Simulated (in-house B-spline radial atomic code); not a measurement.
# Yb⁴⁺: excited configurations

How much energy does it take to promote electrons of Yb⁴⁺ to other shells? Each configuration is solved by itself and compared with the reference.

The numbers are computed with in-house B-spline radial atomic code version 1 (Dirac-Hartree-Fock, average of configuration, Fermi nucleus, basis-set limit), except any that are marked as measured or tabulated.

## 1. What is computed

- element: ytterbium (Z = 70)
- charge: +4
- electrons: 66
- configuration: [Xe] 4f12
- Hamiltonian: Dirac-Coulomb
- nucleus: Fermi, rms radius 5.311 fm

The outer shells:

[Xe] 4f12
```
[Xe] core
4f [↑↓][↑↓][↑↓][↑↓][↑↓][↑ ][↑ ]
```

The boxes draw the filling by Hund's rule, which heavy ions in jj coupling don't follow; these runs average over all states of the configuration.

Settings, as recorded:

```ini
Z = 70
electrons = 66.0
configuration = [Xe] 4f12
hamiltonian = dirac
method = hf
spin_polarised = False
nucleus = fermi
rms_radius = 5.3108
mass_number = 174
atomic_mass = 173.938867545
speed_of_light = 137.035999084
```

From the earlier run of the reference: total energy -14064.728072 hartree. Levels, eight at most:

```csv
orbital,occupation,energy (eV),<r> (bohr)
4p3/2,4,-421.98,0.5258
4d3/2,4,-268.70,0.5513
4d5/2,6,-258.99,0.5623
5s1/2,2,-116.09,1.181
5p1/2,2,-86.314,1.293
5p3/2,4,-78.696,1.378
4f5/2,5.14286,-71.719,0.6772
4f7/2,6.85714,-70.136,0.6870
```

## 2. [Kr] 4d9 4f12 5s2 5p6 9d1

Settings, as recorded:

```ini
Z = 70
electrons = 66.0
configuration = [Kr] 4d9 4f12 5s2 5p6 9d1
hamiltonian = dirac
method = hf
spin_polarised = False
nucleus = fermi
rms_radius = 5.3108
mass_number = 174
atomic_mass = 173.938867545
speed_of_light = 137.035999084
```

## 3. [Kr] 4d10 4f12 5s2 5p5 6d1

Settings: those of step 2 with these lines changed.

```diff
@@ -2,3 +2,3 @@
 electrons = 66.0
-configuration = [Kr] 4d9 4f12 5s2 5p6 9d1
+configuration = [Kr] 4d10 4f12 5s2 5p5 6d1
 hamiltonian = dirac
```

## 4. Run with [Kr] 4d10 4f12 5s2 5p5 6g1

Settings: those of step 3 with these lines changed.

```diff
@@ -2,3 +2,3 @@
 electrons = 66.0
-configuration = [Kr] 4d10 4f12 5s2 5p5 6d1
+configuration = [Kr] 4d10 4f12 5s2 5p5 6g1
 hamiltonian = dirac
```

## 5. [Xe] 4f11 7g1

Settings: those of step 4 with these lines changed.

```diff
@@ -2,3 +2,3 @@
 electrons = 66.0
-configuration = [Kr] 4d10 4f12 5s2 5p5 6g1
+configuration = [Xe] 4f11 7g1
 hamiltonian = dirac
```

## 6. Configuration [Xe] 4f11 8f1

Settings: those of step 5 with these lines changed.

```diff
@@ -2,3 +2,3 @@
 electrons = 66.0
-configuration = [Xe] 4f11 7g1
+configuration = [Xe] 4f11 8f1
 hamiltonian = dirac
```

## 7. Configuration [Kr] 4d10 4f12 5s2 5p5 7s1

Settings: those of step 6 with these lines changed.

```diff
@@ -2,3 +2,3 @@
 electrons = 66.0
-configuration = [Xe] 4f11 8f1
+configuration = [Kr] 4d10 4f12 5s2 5p5 7s1
 hamiltonian = dirac
```

**Question.** How far above the reference does each configuration lie (order and size, in eV)?

As calculated:

| net move | configuration | energy above the reference (eV) | with Breit, QED, recoil (eV) | largest <r> (bohr) |
| --- | --- | --- | --- | --- |
| 4f → 8f | [Xe] 4f11 8f1 | 57.606 | 57.768 | 13.4 |
| 4f → 7g | [Xe] 4f11 7g1 | 57.635 | 57.799 | 12.6 |
| 5p → 6d | [Kr] 4d10 4f12 5s2 5p5 6d1 | 57.976 | 57.881 | 4.11 |
| 5p → 7s | [Kr] 4d10 4f12 5s2 5p5 7s1 | 58.821 | 58.742 | 4.81 |
| 5p → 6g | [Kr] 4d10 4f12 5s2 5p5 6g1 | 70.898 | 70.801 | 8.74 |
| 4d → 9d | [Kr] 4d9 4f12 5s2 5p6 9d1 | 247.65 | 247.49 | 13.9 |

Quantum defects of the promoted electron, δ = n − ζ/√(−2ε) with ζ = 5 and ε its orbital energy in hartree:

| promotion | δ |
| --- | --- |
| 4f → 8f | 1.028 |
| 4f → 7g | 0.014 |
| 5p → 6d | 2.104 |
| 5p → 7s | 3.028 |
| 5p → 6g | 0.010 |
| 4d → 9d | 2.071 |

What this shows: The lowest of them is 4f → 8f at 57.606 eV and the highest 4d → 9d at 247.65 eV. 1 of them lies more than 2 % above the ionisation threshold that Koopmans' theorem gives (70.136 eV), where such states can decay by emitting an electron. Of those tabulated, the defect is largest for 7s (3.03) and least for 6g (0.01): low angular momentum penetrates the core, high angular momentum stays outside it. Two partly filled shells share a symmetry and can mix in the average, which may lower the energy, for: 4f → 8f; 4d → 9d. These are averages over configurations, without correlation, not spectroscopic levels.
